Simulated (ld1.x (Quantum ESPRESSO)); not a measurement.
# B, TM: a sweep of the radius of the model core

Aim: generate and test one potential in full, then change the radius of the model core and see what happens to hardness, ghosts and transferability.

Program: ld1.x (Quantum ESPRESSO) 7.5. Reference atom: PBE, scalar-relativistic, spherical and spin-unpolarised. All values are calculated.

**1. Starting point**

Typed settings, in words:

* element: boron (B, Z = 5)
* type: norm-conserving Troullier–Martins (Kleinman–Bylander form)
* frozen core: [He]
* valence charge: 3
* reference configuration: 2s2 2p0 (charge +1)
* partial waves: 2s (bound): rc 1.50 bohr; 2p (bound, empty): rc 2.50 bohr; 3d channel at 0.4 Ry: rc 2.00 bohr
* local potential: all-electron potential smoothed inside 1.90 bohr (lloc = -1)
* core correction: a·sin(br)/r model core inside 1.02 bohr

The nodes and maxima of the atom's own shells, from an earlier all-electron run, set the scale for the radii.

All-electron outer shells of the reference configuration (PBE, scalar-relativistic, ld1.x):

| shell | level (eV) | outermost node (bohr) | outermost maximum (bohr) |
| --- | --- | --- | --- |
| 1s | -193.63 | – | 0.21 |
| 2s | -19.51 | 0.46 | 1.44 |
| 2p | -13.36 | – | 1.41 |
| 3d | -2.18 | – | 4.97 |

**2. The first potential**

B.in reads:

```
 &input
   title='B', zed=5., rel=1, dft='PBE', iswitch=3,
   config='[He] 2s2 2p0 3d-2',
   nld=3, rlderiv=2.70, eminld=-3.0, emaxld=5.0, deld=0.02
 /
 &inputp
   pseudotype=2, tm=.true., lloc=-1, rcloc=1.90,
   nlcc=.true., rcore=1.02,
   file_pseudopw='B.UPF', file_wfcaegen='ae.wfc', file_wfcncgen='nc.wfc', file_beta='beta', file_chi='chi'
 /
3
2S  1  0   2.00   0.00  1.50  1.50  0.0
2P  2  1   0.00   0.00  2.50  2.50  0.0
3D  3  2  -2.00   0.40  2.00  2.00  0.0
 &test
   configts(1)='2s2 2p0'
 /
```

The run is started by

```console
$ ld1.x < B.in > B.out
```

The output, B.out (without the banner and most projector matrices):

```text
     Program LD1 v.7.5
     --------------------------- All-electron run ----------------------------

     B
     scalar relativistic calculation

     atomic number is  5.00
     dft =PBE   lsd =0 sic =0 latt =0  beta=0.20 tr2=1.0E-14
     Exchange-correlation= PBE
                           (   1   4   3   4   0   0   0)
     mesh =1059 r(mesh) = 101.04461 a.u. xmin = -7.00 dx = 0.01250
     1 Ry =  13.60569312 eV, c = 137.03599908

     n l     nl                  e(Ry)          e(Ha)          e(eV)
     1 0     1S 1( 2.00)       -14.2313        -7.1156      -193.6261
     2 0     2S 1( 2.00)        -1.4340        -0.7170       -19.5110
     2 1     2P 1( 0.00)        -0.9823        -0.4911       -13.3645

     final scf error:  8.3E-15 reached in  24 iterations

     Etot =     -48.602552 Ry,     -24.301276 Ha,    -661.271412 eV

     Ekin =      48.471480 Ry,      24.235740 Ha,     659.488082 eV
     Encl =    -109.225749 Ry,     -54.612874 Ha,   -1486.092018 eV
     Eh   =      19.239312 Ry,       9.619656 Ha,     261.764175 eV
     Exc  =      -7.087596 Ry,      -3.543798 Ha,     -96.431650 eV

     normalization and overlap integrals

     s(1S/1S) =  1.000000  <r> =   0.3291  <r2> =    0.1471  r(max) =   0.2103
     s(2S/2S) =  1.000000  <r> =   1.7793  <r2> =    3.7514  r(max) =   1.4413
     s(2P/2P) =  1.000000  <r> =   1.8405  <r2> =    4.1964  r(max) =   1.4057

     ------------------------ End of All-electron run ------------------------

     --------------------- Generating NC pseudopotential ---------------------

      Generating local potential from pseudized AE potential:
      Matching radius rcloc =   1.9000

      Local pseudo, rcloc= 1.898 Estimated cut-off energy=     6.42 Ry

      Computing core charge for nlcc:

       r > 1.03 : true rho core
       r < 1.03 : rho core = a sin(br)/r    a=   0.22  b=   2.70

      Integrated core pseudo-charge :   0.10

      Wfc   2S  rcut= 1.515  Using Troullier-Martins method

      Wfc   2P  rcut= 2.498  Using Troullier-Martins method

      Wfc   3D  rcut= 1.995  Using Troullier-Martins method

     ------------------- End of pseudopotential generation -------------------

     [... the all-electron block is printed once more ...]


     Computing logarithmic derivative in   2.70968
     Computing logarithmic derivative in   2.70968
     Computing the partial wave expansion
     R is outside the sphere for l=    0 j= 0.00
     R is outside the sphere for l=    1 j= 0.00
     R is outside the sphere for l=    2 j= 0.00

     ---------------------- Testing the pseudopotential ----------------------

     B
     scalar relativistic calculation

     atomic number is  5.00   valence charge is  3.00
     dft =PBE   lsd =0 sic =0 latt =0  beta=0.20 tr2=1.0E-14
     mesh =1059 r(mesh) = 101.04461 xmin = -7.00 dx = 0.01250

     n l     nl             e AE (Ry)        e PS (Ry)    De AE-PS (Ry)
     1 0     2S   1( 2.00)       -1.43403       -1.43404        0.00001
     2 1     2P   1( 0.00)       -0.98227       -0.98227        0.00000

     eps = 1.9E-17  iter =  4

     Etot =     -48.602552 Ry,     -24.301276 Ha,    -661.271412 eV
     Etotps =    -4.656756 Ry,      -2.328378 Ha,     -63.358392 eV

     Ekin =       1.341462 Ry,       0.670731 Ha,      18.251525 eV
     Encl =      -7.536271 Ry,      -3.768136 Ha,    -102.536195 eV
     Ehrt =       2.029175 Ry,       1.014588 Ha,      27.608337 eV
     Ecxc =      -1.179989 Ry,      -0.589995 Ha,     -16.054572 eV
     (Ecc =      -0.055560 Ry,      -0.027780 Ha,      -0.755930 eV)
     Epseu=       0.688867 Ry,       0.344433 Ha,       9.372513 eV

     ---------------------- End of pseudopotential test ----------------------
```

Wall time 0.69 s (1 thread, shared host). (Generation and the later configuration tests together.)

Partial waves on a coarse radial grid (AE all-electron, PS pseudo):

```
r (bohr)    2s AE   2s PS
   0.125  -0.3216  0.0606
   0.250  -0.2931  0.1241
   0.375  -0.1314  0.1935
   0.500   0.0661  0.2714
   0.625   0.2552  0.3589
   0.750   0.4174  0.4544
   0.875   0.5478  0.5518
   1.000   0.6472  0.6413
   1.125   0.7166  0.7122
   1.250   0.7593  0.7580
   1.375   0.7792  0.7791
   1.500   0.7805  0.7805
   1.625   0.7671  0.7671
   1.750   0.7424  0.7424
   1.875   0.7097  0.7097
   2.000   0.6714  0.6714
   2.125   0.6297  0.6297
   2.250   0.5864  0.5864
   2.375   0.5427  0.5427
   2.500   0.4996  0.4996
   2.625   0.4579  0.4579
   2.750   0.4180  0.4180
   2.875   0.3803  0.3803
   3.000   0.3450  0.3450
   3.125   0.3121  0.3121
   3.250   0.2816  0.2816
```

**3. Configuration tests**

B.test.in reads:

```
 &input
   title='B', zed=5., rel=1, dft='PBE', iswitch=2,
   config='[He] 2s2 2p0 3d-2'
 /
 &test
   file_pseudo='B.UPF', nconf=8,
   configts(1)='2s2 2p0',
   configts(2)='2s2 2p1',
   configts(3)='2s1 2p0',
   configts(4)='2s2 2p0.5',
   configts(5)='2s2 2p1.3',
   configts(6)='2s1 2p2',
   configts(7)='2s0 2p3',
   configts(8)='2s1 2p1'
 /
```

The run is started by

```console
$ ld1.x < B.test.in > B.test.out
```

B.test.out, the pseudopotential blocks:

```text
     ---------------------- Testing the pseudopotential ----------------------

     B
     scalar relativistic calculation

     atomic number is  5.00   valence charge is  3.00
     dft =PBE   lsd =0 sic =0 latt =0  beta=0.20 tr2=1.0E-14
     mesh =1059 r(mesh) = 101.04461 xmin = -7.00 dx = 0.01250

     n l     nl             e AE (Ry)        e PS (Ry)    De AE-PS (Ry)
     1 0     2S   1( 2.00)       -1.43403       -1.43404        0.00001
     2 1     2P   1( 0.00)       -0.98227       -0.98227        0.00000

     eps = 1.6E-17  iter =  4

     Etot =     -48.602552 Ry,     -24.301276 Ha,    -661.271411 eV
     Etotps =    -4.656756 Ry,      -2.328378 Ha,     -63.358392 eV

     Ekin =       1.341462 Ry,       0.670731 Ha,      18.251525 eV
     Encl =      -7.536271 Ry,      -3.768136 Ha,    -102.536195 eV
     Ehrt =       2.029175 Ry,       1.014588 Ha,      27.608337 eV
     Ecxc =      -1.179989 Ry,      -0.589995 Ha,     -16.054572 eV
     (Ecc =      -0.055560 Ry,      -0.027780 Ha,      -0.755930 eV)
     Epseu=       0.688867 Ry,       0.344433 Ha,       9.372513 eV

     ---------------------- End of pseudopotential test ----------------------

     ---------------------- Testing the pseudopotential ----------------------

     B
     [...]
     n l     nl             e AE (Ry)        e PS (Ry)    De AE-PS (Ry)
     1 0     2S   1( 2.00)       -0.69405       -0.69430        0.00025
     2 1     2P   1( 1.00)       -0.26511       -0.26779        0.00268

     eps = 6.8E-15  iter = 11

     Etot =     -49.206684 Ry,     -24.603342 Ha,    -669.491038 eV
     Etotps =    -5.263839 Ry,      -2.631920 Ha,     -71.618185 eV
     dEtot_ae =      -0.604131 Ry
     dEtot_ps =      -0.607084 Ry,   Delta E=       0.002952 Ry

     [...]
     ---------------------- End of pseudopotential test ----------------------

     ---------------------- Testing the pseudopotential ----------------------

     B
     [...]
     n l     nl             e AE (Ry)        e PS (Ry)    De AE-PS (Ry)
     1 0     2S   1( 1.00)       -2.31339       -2.31019       -0.00321
     2 1     2P   1( 0.00)       -1.87356       -1.85565       -0.01790  !

     eps = 2.1E-15  iter =  6

     Etot =     -46.734041 Ry,     -23.367020 Ha,    -635.849013 eV
     Etotps =    -2.789321 Ry,      -1.394660 Ha,     -37.950639 eV
     dEtot_ae =       1.868512 Ry
     dEtot_ps =       1.867435 Ry,   Delta E=       0.001076 Ry

     [...]
     ---------------------- End of pseudopotential test ----------------------

     ---------------------- Testing the pseudopotential ----------------------

     B
     [...]
     n l     nl             e AE (Ry)        e PS (Ry)    De AE-PS (Ry)
     1 0     2S   1( 2.00)       -1.03851       -1.04011        0.00160
     2 1     2P   1( 0.50)       -0.59442       -0.59814        0.00372

     eps = 3.5E-16  iter =  7

     Etot =     -48.994466 Ry,     -24.497233 Ha,    -666.603665 eV
     Etotps =    -5.049899 Ry,      -2.524949 Ha,     -68.707372 eV
     dEtot_ae =      -0.391914 Ry
     dEtot_ps =      -0.393143 Ry,   Delta E=       0.001229 Ry

     [...]
     ---------------------- End of pseudopotential test ----------------------

     ---------------------- Testing the pseudopotential ----------------------

     B
     [...]
     n l     nl             e AE (Ry)        e PS (Ry)    De AE-PS (Ry)
     1 0     2S   1( 2.00)       -0.51890       -0.51788       -0.00102
     2 1     2P   1( 1.30)       -0.10161       -0.10286        0.00125

     eps = 1.8E-15  iter =  9

     Etot =     -49.260950 Ry,     -24.630475 Ha,    -670.229365 eV
     Etotps =    -5.318702 Ry,      -2.659351 Ha,     -72.364629 eV
     dEtot_ae =      -0.658398 Ry
     dEtot_ps =      -0.661946 Ry,   Delta E=       0.003549 Ry

     [...]
     ---------------------- End of pseudopotential test ----------------------

     ---------------------- Testing the pseudopotential ----------------------

     B
     [...]
     n l     nl             e AE (Ry)        e PS (Ry)    De AE-PS (Ry)
     1 0     2S   1( 1.00)       -0.72916       -0.72955        0.00039
     2 1     2P   1( 2.00)       -0.29827       -0.30075        0.00248

     eps = 5.1E-16  iter =  9

     Etot =     -48.776654 Ry,     -24.388327 Ha,    -663.640180 eV
     Etotps =    -4.836079 Ry,      -2.418040 Ha,     -65.798211 eV
     dEtot_ae =      -0.174101 Ry
     dEtot_ps =      -0.179323 Ry,   Delta E=       0.005222 Ry

     [...]
     ---------------------- End of pseudopotential test ----------------------

     ---------------------- Testing the pseudopotential ----------------------

     B
     [...]
     n l     nl             e AE (Ry)        e PS (Ry)    De AE-PS (Ry)
     1 0     2S   1( 0.00)       -0.75829       -0.75881        0.00052
     2 1     2P   1( 3.00)       -0.32646       -0.32882        0.00236

     eps = 3.0E-15  iter = 11

     Etot =     -48.345216 Ry,     -24.172608 Ha,    -657.770177 eV
     Etotps =    -4.406599 Ry,      -2.203299 Ha,     -59.954831 eV
     dEtot_ae =       0.257336 Ry
     dEtot_ps =       0.250157 Ry,   Delta E=       0.007179 Ry

     [...]
     ---------------------- End of pseudopotential test ----------------------

     ---------------------- Testing the pseudopotential ----------------------

     B
     [...]
     n l     nl             e AE (Ry)        e PS (Ry)    De AE-PS (Ry)
     1 0     2S   1( 1.00)       -1.43999       -1.44647        0.00648  !
     2 1     2P   1( 1.00)       -0.98910       -0.99557        0.00648  !

     eps = 3.0E-16  iter =  7

     Etot =     -48.151191 Ry,     -24.075596 Ha,    -655.130332 eV
     Etotps =    -4.205409 Ry,      -2.102705 Ha,     -57.217507 eV
     dEtot_ae =       0.451361 Ry
     dEtot_ps =       0.451347 Ry,   Delta E=       0.000014 Ry

     [...]
     ---------------------- End of pseudopotential test ----------------------
```

Excitation and ionisation energies from 2s2 2p0, with the error of the potential.

| valence configuration | charge | ΔE all-electron (eV) | error AE − PS (meV) |
| --- | --- | --- | --- |
| 2s2 2p1 | 0 | -8.220 | +40 |
| 2s1 2p0 | +2 | 25.422 | +15 |
| 2s2 2p0.5 | +0.5 | -5.332 | +17 |
| 2s2 2p1.3 | -0.3 | -8.958 | +48 |
| 2s1 2p2 | 0 | -2.369 | +71 |
| 2s0 2p3 | 0 | 3.501 | +98 |
| 2s1 2p1 | +1 | 6.141 | +0.2 |

**4. Logarithmic derivatives**

Taken from the files of the generation run. The phase is arctan(r·u′/u) with u = r·R, unwrapped, with energies in Ry. A pole is an energy at which the radial function vanishes at the test radius. The pseudo phase is shifted by a multiple of π to meet the all-electron one at the reference energy. Levels narrower than the energy grid can be missing from the poles. The last column is the largest difference on the grid between −1 and +1 Ry.

| channel | radius (bohr) | reference (Ry) | poles AE | poles PS | window around the reference with phases within 0.05 rad (Ry) | largest difference near zero (rad) |
| --- | --- | --- | --- | --- | --- | --- |
| s | 2.71 | -1.43 | -1.00, 4.35 | -1.00, 4.11 | below 1.1 | 0.022 |
| p | 2.71 | -0.98 | -0.56, 3.84 | -0.56, 4.47 | below 0.7 | 0.073 |
| d | 2.71 | 0.40 | 2.12 | 2.12 | below 4.5 | 0.000 |

Phases (rad) along the scan:

```
E (Ry)    p AE    p PS    d AE    d PS
 -3.00   1.311   1.311   1.351   1.351
 -2.52   1.269   1.270   1.330   1.330
 -2.04   1.193   1.194   1.302   1.302
 -1.56   0.986   0.988   1.262   1.262
 -1.08  -0.545  -0.544   1.200   1.200
 -0.60  -1.548  -1.546   1.088   1.088
 -0.12  -1.745  -1.738   0.824   0.824
  0.36  -1.901  -1.881  -0.025  -0.025
  0.84  -2.178  -2.105  -1.039  -1.039
  1.32  -3.052  -2.713  -1.371  -1.371
  1.80  -4.115  -3.856  -1.511  -1.510
  2.28  -4.442  -4.331  -1.597  -1.596
  2.76  -4.574  -4.505  -1.667  -1.666
  3.24  -4.649  -4.594  -1.744  -1.742
  3.72  -4.701  -4.651  -1.857  -1.852
  4.20  -4.744  -4.692  -2.099  -2.080
  4.68  -4.786  -4.727  -2.952  -2.857
```

**5. Plane-wave convergence, by spherical Bessel functions**

A separate test, outside the generator: the pseudo-atom's Hamiltonian at the reference potential is diagonalised in spherical Bessel functions j_l(qr) that vanish at 20 bohr, with q² up to the cutoff.

All-electron valence levels (Ry): 2s -1.4340, 2p -0.9823. The lowest levels of each channel (Ry) by cutoff; the last column sums, over occupied levels, occupation times the distance from the level at 400 Ry. A positive value at high cutoff is not a bound level.

```
cutoff (Ry)     s #1     p #1     d #1     f #1  Σ f·Δε (mRy)
          8  -1.3839  -0.8818  -0.1594  -0.0443         100.4
         12  -1.4105  -0.9537  -0.1598  -0.0443          47.0
         18  -1.4288  -0.9802  -0.1599  -0.0443          10.5
         21  -1.4313  -0.9818  -0.1599  -0.0443           5.4
         25  -1.4323  -0.9821  -0.1599  -0.0443           3.4
         30  -1.4326  -0.9821  -0.1599  -0.0443           2.9
         40  -1.4330  -0.9822  -0.1599  -0.0443           2.1
         50  -1.4337  -0.9823  -0.1599  -0.0443           0.8
         60  -1.4339  -0.9823  -0.1599  -0.0443           0.2
        400  -1.4340  -0.9823  -0.1599  -0.0443           0.0
```

The sum stays within 10 mRy from 21 Ry and within 1 mRy from 50 Ry. The sum leaves out empty levels, which can need more. Ghost test: no level below the all-electron spectrum of its channel (s, p, d, f tested).

**6. Changed: radius of the model core (bohr) = 1.2**

Edit B.in of step 2 so:

```diff
@@ -7,3 +7,3 @@
    pseudotype=2, tm=.true., lloc=-1, rcloc=1.90,
-   nlcc=.true., rcore=1.02,
+   nlcc=.true., rcore=1.20,
    file_pseudopw='B.UPF', file_wfcaegen='ae.wfc', file_wfcncgen='nc.wfc', file_beta='beta', file_chi='chi'
```

The run is started by

```console
$ ld1.x < B.in > B.out
```

The output, B.out (without the banner and most projector matrices):

```text
     Program LD1 v.7.5
     [... all-electron run as in step 2 ...]


     --------------------- Generating NC pseudopotential ---------------------

      Generating local potential from pseudized AE potential:
      Matching radius rcloc =   1.9000

      Local pseudo, rcloc= 1.898 Estimated cut-off energy=     6.42 Ry

      Computing core charge for nlcc:

       r > 1.21 : true rho core
       r < 1.21 : rho core = a sin(br)/r    a=   0.07  b=   2.33

      Integrated core pseudo-charge :   0.04

      Wfc   2S  rcut= 1.515  Using Troullier-Martins method

      Wfc   2P  rcut= 2.498  Using Troullier-Martins method

      Wfc   3D  rcut= 1.995  Using Troullier-Martins method

     ------------------- End of pseudopotential generation -------------------

     [... all-electron run as in step 2 ...]


     Computing logarithmic derivative in   2.70968
     Computing logarithmic derivative in   2.70968
     Computing the partial wave expansion
     R is outside the sphere for l=    0 j= 0.00
     R is outside the sphere for l=    1 j= 0.00
     R is outside the sphere for l=    2 j= 0.00

     ---------------------- Testing the pseudopotential ----------------------

     B
     scalar relativistic calculation

     atomic number is  5.00   valence charge is  3.00
     dft =PBE   lsd =0 sic =0 latt =0  beta=0.20 tr2=1.0E-14
     mesh =1059 r(mesh) = 101.04461 xmin = -7.00 dx = 0.01250

     n l     nl             e AE (Ry)        e PS (Ry)    De AE-PS (Ry)
     1 0     2S   1( 2.00)       -1.43403       -1.43404        0.00001
     2 1     2P   1( 0.00)       -0.98227       -0.98227        0.00000

     eps = 2.6E-17  iter =  4

     Etot =     -48.602552 Ry,     -24.301276 Ha,    -661.271412 eV
     Etotps =    -4.611068 Ry,      -2.305534 Ha,     -62.736782 eV

     Ekin =       1.341462 Ry,       0.670731 Ha,      18.251525 eV
     Encl =      -7.549910 Ry,      -3.774955 Ha,    -102.721760 eV
     Ehrt =       2.029175 Ry,       1.014588 Ha,      27.608337 eV
     Ecxc =      -1.120663 Ry,      -0.560331 Ha,     -15.247397 eV
     (Ecc =      -0.014349 Ry,      -0.007174 Ha,      -0.195226 eV)
     Epseu=       0.688867 Ry,       0.344433 Ha,       9.372513 eV

     ---------------------- End of pseudopotential test ----------------------
```

Wall time 0.69 s (1 thread, shared host). This counts the later configuration tests of the new file too.

The test run was repeated on this file; only its results are given.

Excitation and ionisation energies from 2s2 2p0, with the error of the potential.

```tsv
valence configuration	charge	ΔE all-electron (eV)	error AE − PS (meV)
2s2 2p1	0	-8.220	+44
2s1 2p0	+2	25.422	+19
2s2 2p0.5	+0.5	-5.332	+18
2s2 2p1.3	-0.3	-8.958	+53
2s1 2p2	0	-2.369	+83
2s0 2p3	0	3.501	+123
2s1 2p1	+1	6.141	+4.0
```

With this change the loose cutoff stays at 21 Ry, the largest test error goes from +98 to +123 meV and there is no bound ghost. The cutoff and ghost tests hold the potential at its reference, so a core or compensation setting can't move them.

**7. Results**

Cutoffs, loose and tight: the cutoffs (Ry, on a coarse ladder) from which the occupation-weighted sum of valence levels, in a spherical-Bessel basis at the reference potential, stays within 10 and 1 mRy of its value at 400 Ry; empty and scattering waves don't count. The number of plane waves in a given cell goes as the cutoff to the power 3/2; it is given for the loose cutoff, relative to the first potential. Test errors are all-electron less pseudo. The phase difference is the largest within 1 Ry of zero, over the channels with partial waves.

| radius of the model core (bohr) | outcome | cutoff, loose | cutoff, tight | plane waves, relative | bound ghosts | largest test error (meV) | phase difference near zero (rad) |
| --- | --- | --- | --- | --- | --- | --- | --- |
| 1.02 (first) | generated | 21 Ry | 50 Ry | 1.00 | none | +98 | 0.073 |
| 1.2 | generated | 21 Ry | 50 Ry | 1.00 | none | +123 | 0.073 |

**Reading.** The loose cutoff is 21 Ry at 1.02 and 21 Ry at 1.2. The largest test error is 98 meV at 1.02 and 123 meV at 1.2. The cutoffs concern the waves at a fixed potential, which this setting can't move; it bears on the density and its cutoff, which were not tested.

The first potential by itself. The worst unpolarised test, 2s0 2p3, is off by 98 meV on 3.5 eV; by total energies transferability rates as fair. By its cutoff, 21 Ry for the looser tolerance, it is soft on the atom at that tolerance. It is free of bound ghosts as far as tested.
